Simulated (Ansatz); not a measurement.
RuS:

```
Ru S
1.0
     0.00000    2.76430    2.76430
     2.76430    0.00000    2.76430
     2.76430    2.76430    0.00000
Ru S
1 1
Cartesian
  0.0000 0.0000 0.0000
  1.3821 1.3821 1.3821
```

The cell comes from a database or a generator and needn't be the stable form of this composition.

Alike in all runs: program Ansatz 0.2.0; functional PBEsol; potentials or basis all-electron LAPW, scalar-relativistic; cutoff 273 eV (chosen from the basis error); basis error allowed 0.001 eV/atom; k mesh 6 × 6 × 6; occupations gaussian, width 0.05 eV; hubbard terms Ru d U = 2 eV.

Starts and where they ended:

```csv
start,free energy over the lowest (meV/atom),net moment (μB),site or absolute moments (μB),gap
"collinear spin, ferromagnetic start of up to 2 μB; fixed moment 2",199.0,-,Ru +1.66; S +0.06,-
"collinear spin, program default start",0.0,0.60,Ru +0.59; S -0.02,none (metal or under the smearing width)
"collinear spin, random start of up to 0.57 μB",0.0,0.60,Ru +0.59; S -0.02,none (metal or under the smearing width)
```

Runs with fixed or held moments lie higher by the price of the constraint. A still lower state may exist.

Caveats: the k mesh is thin for a metal, which can move the energy by tens of meV per atom; U is the effective U less J, on atomic orbitals that reach past the spheres; the cell is far from rest, so the order of the states can change on relaxing; the total moment is fixed, so each spin has its own Fermi level (some runs).
